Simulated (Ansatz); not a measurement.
Working through a ladder of methods at one geometry of CH5AlNO, SMILES C[O][Al][NH2]

With the Ansatz DFT code, driven from Python.

The cells in order, each with its output:

In [1]:
```python
from pathlib import Path

import ansatz as az
import numpy as np
```

In [2]:
```python
molecule = (
    az.Crystal.molecule()
    .atom("C", (0.8229, 1.158, -0.6091))
    .atom("O", (0.8424, -0.1668, -0.9337))
    .atom("Al", (0.5422, -1.1654, 0.5895))
    .atom("N", (-1.1219, -1.6673, 1.1018))
    .atom("H", (0.9398, 1.7781, -1.5685))
    .atom("H", (1.5709, 1.511, 0.0981))
    .atom("H", (-0.2047, 1.4777, -0.2258))
    .atom("H", (-1.5579, -2.1917, 0.2934))
    .atom("H", (-1.7453, -0.7798, 1.2372))
)
```

In [3]:
```python
setup = (
    molecule.calculation()
    .basis(gaussian="cc-pVDZ")
    .spin("collinear", total=1)
)
```

In [4]:
```python
print("functional    E (Ha)        dipole (D)   HOMO (eV)  LUMO (eV)")
for name in ["lda", "pbe", "hf", "r2scan", "blyp"]:
    data = setup.functional(name).forces().orbitals().run(threads=1, pin="off", runs_dir="runs").report
    lines = Path(data["orbitals_path"]).read_text().splitlines()
    field_of = lambda key: [line.split("=")[1].strip() for line in lines if line.startswith(key)]
    orbitals = [(27.211386 * float(e), s, float(n)) for e, s, n in zip(field_of("Ene="), field_of("Spin="), field_of("Occup="))]
    homo = max(e for e, _, n in orbitals if n > 0.5)
    lumo = min(e for e, _, n in orbitals if n < 0.5)
    dipole = 4.803205 * np.linalg.norm(data["charge_distribution"]["dipole_moment_e_ang"])
    print(f"{name:10s} {data['free_energy_ev'] / 27.211386246:14.6f} {dipole:9.3f} {homo:11.3f} {lumo:10.3f}")
```
```text
functional    E (Ha)        dipole (D)   HOMO (eV)  LUMO (eV)
lda           -411.076991     1.207      -4.645     -3.551
pbe           -413.175401     1.115      -4.675     -3.242
hf            -412.015398     1.078      -8.569      1.050
r2scan        -413.397795     1.081      -4.986     -2.790
blyp          -413.459182     1.057      -4.475     -3.250
```

Total energies depend on the basis set; only differences at equal settings carry meaning. The geometry is a force-field or estimated start, not a minimum of this method, and the basis set is short of its limit. A lower total doesn't mark the better method: functionals have no common bound, and MP2 and coupled cluster aren't variational. The run takes the species as open-shell (spin multiplicity 2), which needn't be its ground state. Levels such as HOMO and LUMO are orbital energies: with these approximate functionals they aren't the ionisation energy and electron affinity, and their gap isn't the fundamental gap. For Al to Cl the sets with a tight d function, cc-pV(X+d)Z, are usual. The whole script took 18 s on 1 thread of Arm Neoverse V2, with other jobs on the host, peak memory 0.27 GiB.
